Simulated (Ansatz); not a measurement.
**C₂H₄BFO: a ladder of functionals and wavefunction methods**

One table from this session's results is given with a row withheld; the runs are named, their logs left out.

Computed with Ansatz 0.2.0, Gaussian basis. Level: functionals in def2-TZVPP, the program's frozen cores in correlated methods.

The runs, in order: LDA (SPW92), PBE-D4, revPBE-D4, BLYP-D4, r2SCAN-D4, B97M-V, PBE0-D4, B3LYP-D4, r2SCANh-D4, r2SCAN0-D4, HSE06-D4, BHLYP-D4, CAM-B3LYP-D4, LC-ωPBE, ωB97X-V, ωB97M-V, B2PLYP, PBE-QIDH; CCSD(T)/def2-SVP; CCSD(T)/def2-TZVPP; MP2/def2-QZVPP; extrapolation to the limit; RPA on PBE.

### The relaxed structure

An earlier PBE0-D4 in a triple-zeta def2 set relaxation fixed the geometry.

SMILES `OC1(F)BC1`, 9 atoms, charge 0, spin multiplicity 1.

Atoms are counted from 1 here; the program's logs count them from 0.

Bond lengths: O1–C2 1.363 Å, O1–H6 0.966 Å, C2–F3 1.377 Å, C2–B4 1.539 Å, C2–C5 1.514 Å, B4–C5 1.542 Å, B4–H7 1.183 Å, C5–H8 1.090 Å, C5–H9 1.087 Å. Angles: C2–O1–H6 108.8°, O1–C2–F3 112.6°, O1–C2–B4 120.7°, O1–C2–C5 119.4°, F3–C2–B4 119.2°, F3–C2–C5 114.8°, B4–C2–C5 60.7°, C2–B4–C5 58.9°, C2–B4–H7 152.2°, C5–B4–H7 148.6°, C2–C5–B4 60.5°, C2–C5–H8 117.6°, C2–C5–H9 117.4°, B4–C5–H8 116.5°, B4–C5–H9 121.4°, H8–C5–H9 113.6°.

Set-up of the first run:

in.yaml reads:

```yaml
crystal:
  periodic: [false, false, false]
  atoms:
    - {symbol: O, position_ang: [-0.954759, 0.023787, 1.388426]}
    - {symbol: C, position_ang: [0.088842, 0.271550, 0.546803]}
    - {symbol: F, position_ang: [0.734505, 1.452087, 0.838272]}
    - {symbol: B, position_ang: [0.886900, -0.887084, -0.076278]}
    - {symbol: C, position_ang: [-0.060948, -0.022326, -0.931080]}
    - {symbol: H, position_ang: [-1.693713, 0.595505, 1.144666]}
    - {symbol: H, position_ang: [1.700654, -1.743781, -0.024027]}
    - {symbol: H, position_ang: [0.408708, 0.666082, -1.633012]}
    - {symbol: H, position_ang: [-1.021590, -0.402121, -1.270869]}
basis:
  gaussian: {orbitals: def2-TZVPP}
hamiltonian: {xc: lda}
output: {orbitals: {seedname: orbitals}}
```

Run with:

```bash
$ ansatz run in.yaml --threads 2 --pin off --events-out ev --progress --plain --max-ram 4352MiB
```

Among the steps run: LDA; PBE-D4 (GGA); revPBE-D4 (GGA); BLYP-D4 (GGA); r2SCAN-D4 (meta-GGA); B97M-V (meta-GGA); B3LYP-D4 (hybrid); r2SCANh-D4 (hybrid); r2SCAN0-D4 (hybrid); HSE06-D4 (hybrid); BHLYP-D4 (hybrid); CAM-B3LYP-D4 (range-separated); LC-ωPBE (range-separated); ωB97X-V (range-separated); ωB97M-V (range-separated); B2PLYP (double hybrid); PBE-QIDH (double hybrid).

One table of the session follows, with a row left open; its other results are not shown here.

It belongs to the step «Orbital energies across the functionals». 

```
  functional  HOMO (eV)  LUMO (eV)  gap (eV)
 LDA (SPW92)      -6.18      -3.35      2.83
      PBE-D4          ?          ?         ?
   revPBE-D4      -5.98      -2.92      3.06
     BLYP-D4      -5.97      -2.90      3.07
   r2SCAN-D4      -6.28      -2.67      3.61
      B97M-V      -6.40      -2.70      3.70
     PBE0-D4      -7.45      -2.01      5.44
    B3LYP-D4      -7.26      -2.25      5.02
  r2SCANh-D4      -6.81      -2.31      4.50
  r2SCAN0-D4      -7.61      -1.79      5.82
    HSE06-D4      -7.04      -2.39      4.65
    BHLYP-D4      -8.81      -0.90      7.90
CAM-B3LYP-D4      -8.91      -0.87      8.03
     LC-ωPBE     -10.23       0.39     10.62
     ωB97X-V      -9.87       0.29     10.15
     ωB97M-V      -9.76       0.04      9.80
```

**Question.** Estimate the row for PBE-D4.

**Answer.** HOMO (eV): -6.04; LUMO (eV): -3.05; gap (eV): 2.99. In the column «HOMO (eV)» it lies between LDA (SPW92) (-6.18) and revPBE-D4 (-5.98).
